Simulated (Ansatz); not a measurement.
# C2H7OSb: the cost of one run

All numbers below are computed with Ansatz 0.2.0 (RKS B3LYP/def2-SVP).

## 1. The starting structure

Bond lengths: C1–Sb2 2.113 Å, Sb2–C3 2.157 Å, C3–O4 1.446 Å, C1–H5 1.109 Å, C1–H6 1.114 Å, C1–H7 1.157 Å, Sb2–H8 1.735 Å, C3–H9 1.076 Å, C3–H10 1.119 Å, O4–H11 1.060 Å. Angles (14 of 16 angles, heavy atoms first): C1–Sb2–C3 90.7°, Sb2–C3–O4 109.2°, C1–Sb2–H8 93.4°, C3–Sb2–H8 92.1°, Sb2–C1–H5 112.3°, Sb2–C1–H6 113.0°, Sb2–C1–H7 108.9°, Sb2–C3–H9 112.9°, Sb2–C3–H10 109.1°, O4–C3–H9 111.0°, O4–C3–H10 103.2°, C3–O4–H11 101.2°, H5–C1–H6 111.3°, H5–C1–H7 106.4°.

As a file:

```xyz
11

C    -1.0269    1.1975   -0.1565
Sb    0.8019    0.6234   -1.0451
C     0.8756   -1.1465    0.1863
O     1.4044   -0.7991    1.4862
H    -1.7641    0.3687   -0.1352
H    -0.8976    1.6504    0.8527
H    -1.5020    2.0403   -0.7903
H     0.0249   -0.2321   -2.3395
H    -0.0793   -1.6334    0.2761
H     1.6451   -1.8467   -0.2247
H     0.5833   -0.2795    1.9106
```

## 2. End point A

Input file input.yaml:

```yaml
crystal:
  periodic: [false, false, false]
  atoms:
    - { symbol: C, position_ang: [-1.0269, 1.1975, -0.1565] }
    - { symbol: Sb, position_ang: [0.8019, 0.6234, -1.0451] }
    - { symbol: C, position_ang: [0.8756, -1.1465, 0.1863] }
    - { symbol: O, position_ang: [1.4044, -0.7991, 1.4862] }
    - { symbol: H, position_ang: [-1.7641, 0.3687, -0.1352] }
    - { symbol: H, position_ang: [-0.8976, 1.6504, 0.8527] }
    - { symbol: H, position_ang: [-1.502, 2.0403, -0.7903] }
    - { symbol: H, position_ang: [0.0249, -0.2321, -2.3395] }
    - { symbol: H, position_ang: [-0.0793, -1.6334, 0.2761] }
    - { symbol: H, position_ang: [1.6451, -1.8467, -0.2247] }
    - { symbol: H, position_ang: [0.5833, -0.2795, 1.9106] }
basis:
  gaussian: { orbitals: def2-SVP }
hamiltonian:
  xc: b3lyp
relax:
  f_tol: 0.015
  max_steps: 40
```

Run with:

```bash
$ ansatz run input.yaml --threads 2 --pin off --max-ram 3072MiB --backend cpu --events-out ev --progress --plain --runs-dir out
```

**Question.** How long does this run take on 2 threads of Intel Xeon 6975P-C (Granite Rapids), shared host, and how much memory does it need?

About 22 s, with a peak of 0.25 GiB.
